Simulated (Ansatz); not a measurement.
# CH4AlF2N: the cost of one run

Program: Ansatz 0.2.0. Level of theory: RKS PBE0-D4/cc-pVDZ. These are calculated values, not measurements.

## 1. The system as given

Bond lengths: C1–N2 1.520 Å, N2–Al3 1.923 Å, Al3–F4 1.738 Å, Al3–F5 1.833 Å, C1–H6 1.088 Å, C1–H7 1.094 Å, C1–H8 1.105 Å, N2–H9 1.094 Å. Angles: C1–N2–Al3 110.7°, C1–N2–H9 107.0°, Al3–N2–H9 107.4°, N2–C1–H6 105.2°, N2–C1–H7 109.7°, N2–C1–H8 106.3°, H6–C1–H7 112.9°, H6–C1–H8 111.1°, H7–C1–H8 111.3°, N2–Al3–F4 123.8°, N2–Al3–F5 118.8°, F4–Al3–F5 117.4°.

Coordinates:

```xyz
9

C    -0.0298   -1.2191    0.4601
N    -0.7042    0.1427    0.4919
Al    0.0482    1.3049   -0.8431
F    -0.8809    2.0554   -2.1055
F     1.8525    1.6291   -0.8181
H    -0.5367   -1.8055    1.2242
H     1.0411   -1.1040    0.6517
H    -0.2146   -1.6333   -0.5472
H    -0.4871    0.5835    1.4689
```

## 2. Relaxing end A

File input.yaml:

```yaml
crystal:
  periodic: [false, false, false]
  atoms:
    - { symbol: C, position_ang: [-0.0298, -1.2191, 0.4601] }
    - { symbol: "N", position_ang: [-0.7042, 0.1427, 0.4919] }
    - { symbol: Al, position_ang: [0.0482, 1.3049, -0.8431] }
    - { symbol: F, position_ang: [-0.8809, 2.0554, -2.1055] }
    - { symbol: F, position_ang: [1.8525, 1.6291, -0.8181] }
    - { symbol: H, position_ang: [-0.5367, -1.8055, 1.2242] }
    - { symbol: H, position_ang: [1.0411, -1.104, 0.6517] }
    - { symbol: H, position_ang: [-0.2146, -1.6333, -0.5472] }
    - { symbol: H, position_ang: [-0.4871, 0.5835, 1.4689] }
basis:
  gaussian: { orbitals: cc-pVDZ }
hamiltonian:
  xc: pbe0
  dispersion: d4
relax:
  f_tol: 0.02
  max_steps: 50
output:
  orbitals: {}
```

Started as:

```console
> ansatz run input.yaml --threads 2 --pin off --max-ram 3072MiB --backend cpu --events-out ev --progress --plain --runs-dir out
```

**Question.** How long does this run take on 2 threads of Arm Neoverse N1, shared host, and how much memory does it need?

About 81 s, with a peak of 0.2 GiB.
